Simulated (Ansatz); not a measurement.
# C2H7FOSeSi: one species, many methods

Aim: compute C2H7FOSeSi with functionals from several rungs and with coupled cluster, and see how far each lands from CCSD(T) at the basis-set limit for the atomisation energy.

Method: functionals in def2-TZVPP, the program's frozen cores in correlated methods; program: Ansatz 0.2.0, Gaussian basis.

The runs, in order: PBE-D4, r2SCAN-D4, PBE0-D4, B3LYP-D4, ωB97X-V, ωB97M-V, B2PLYP; CCSD(T)/def2-TZVPP; MP2/def2-QZVPP; extrapolation to the limit.

## 1. Structure used throughout

All runs share one geometry, relaxed beforehand with PBE0-D4 in a triple-zeta def2 set.

13 atoms, charge 0, spin multiplicity 1.

Atoms are counted from 1 here; the program's logs count them from 0.

Bond lengths: C1–O2 1.410 Å, C1–H7 1.091 Å, C1–H8 1.095 Å, C1–H9 1.095 Å, O2–Si3 1.625 Å, Si3–C4 1.849 Å, Si3–F5 1.590 Å, Si3–Se6 2.277 Å, C4–H10 1.092 Å, C4–H11 1.092 Å, C4–H12 1.093 Å, Se6–H13 1.468 Å. Angles: O2–C1–H7 108.0°, O2–C1–H8 111.5°, O2–C1–H9 111.1°, H7–C1–H8 108.8°, H7–C1–H9 108.6°, H8–C1–H9 108.7°, C1–O2–Si3 126.4°, O2–Si3–C4 114.4°, O2–Si3–F5 104.2°, O2–Si3–Se6 107.4°, C4–Si3–F5 108.3°, C4–Si3–Se6 112.0°, F5–Si3–Se6 110.3°, Si3–C4–H10 111.0°, Si3–C4–H11 111.0°, Si3–C4–H12 109.6°, H10–C4–H11 108.3°, H10–C4–H12 108.2° and more.

Coordinates:

```xyz
13
C2H7FOSeSi
C     1.1386   -1.6132   -0.6696
O     0.9946   -0.8936    0.5345
Si   -0.1697    0.1867    0.8791
C    -0.1590    1.6899   -0.1970
F     0.1480    0.6393    2.3704
Se   -2.1630   -0.9102    0.7934
H     1.8920   -2.3858   -0.5127
H     0.1992   -2.0907   -0.9668
H     1.4730   -0.9596   -1.4818
H    -0.9288    2.3991    0.1147
H    -0.3396    1.4255   -1.2409
H     0.8122    2.1865   -0.1240
H    -2.8975    0.3263    0.5005
```

## 2. PBE-D4 (GGA)

in.yaml reads:

```yaml
crystal:
  periodic: [false, false, false]
  atoms:
    - {symbol: C, position_ang: [1.138560, -1.613234, -0.669636]}
    - {symbol: O, position_ang: [0.994587, -0.893640, 0.534502]}
    - {symbol: Si, position_ang: [-0.169658, 0.186708, 0.879118]}
    - {symbol: C, position_ang: [-0.159047, 1.689895, -0.196989]}
    - {symbol: F, position_ang: [0.147981, 0.639345, 2.370371]}
    - {symbol: Se, position_ang: [-2.163018, -0.910225, 0.793446]}
    - {symbol: H, position_ang: [1.892040, -2.385838, -0.512671]}
    - {symbol: H, position_ang: [0.199232, -2.090738, -0.966751]}
    - {symbol: H, position_ang: [1.473007, -0.959591, -1.481780]}
    - {symbol: H, position_ang: [-0.928846, 2.399064, 0.114706]}
    - {symbol: H, position_ang: [-0.339574, 1.425483, -1.240875]}
    - {symbol: H, position_ang: [0.812206, 2.186491, -0.123955]}
    - {symbol: H, position_ang: [-2.897479, 0.326271, 0.500523]}
basis:
  gaussian: {orbitals: def2-TZVPP}
hamiltonian: {xc: pbe, dispersion: d4}
output: {forces: true, orbitals: {seedname: orbitals}}
```

Run with:

```bash
> ansatz run in.yaml --threads 2 --pin off --events-out ev --progress --plain --max-ram 32768MiB --backend cuda --devices 0, --max-vram 18GiB
```

The runs that follow: r2SCAN-D4 (meta-GGA); PBE0-D4 (hybrid); B3LYP-D4 (hybrid); ωB97X-V (range-separated); ωB97M-V (range-separated); B2PLYP (double hybrid); CCSD(T) in def2-TZVPP; MP2 in def2-QZVPP.

**Question.** What will the summary of the whole plan be? Wanted: atomisation energy, CCSD(T)/CBS; farthest; mean size of error, hybrid; mean size of error, range-separated; gap, smallest and largest; T1 diagnostic; triples share of the correlation energy.

The runs gave:

| quantity | value |
| --- | --- |
| atomisation energy, CCSD(T)/CBS | 4956.2 kJ/mol |
| functionals within 49.6 kJ/mol (1.0 %) | PBE-D4, r2SCAN-D4, PBE0-D4, B3LYP-D4, ωB97X-V, ωB97M-V |
| farthest | B2PLYP (-80.0 kJ/mol) |
| mean size of error, hybrid | 33.4 kJ/mol |
| mean size of error, range-separated | 10.2 kJ/mol |
| gap, smallest and largest | 5.16 eV (PBE-D4), 11.58 eV (ωB97X-V) |
| T1 diagnostic | 0.0105 |
| triples share of the correlation energy | 3.5 % |

What this shows: PBE-D4 misses by +47.3 kJ/mol. Double hybrids carry the basis error of their MP2 part in triple zeta, and no dispersion term here, so their miss is partly the set-up's. Misses under about 49.6 kJ/mol are within the doubt on the reference itself, which lacks core-valence correlation, relativity and higher excitations, and its outer-core shells are covered unevenly. All levels share the lack of spin-orbit coupling, which lowers the free heavy atoms and so the true binding. Hartree-Fock recovers 73 % of the binding; the rest is correlation. Orbital gaps span 5.2 to 11.6 eV; exact exchange widens them. Correlated methods include outer-core shells of Se, which these sets cover unevenly.
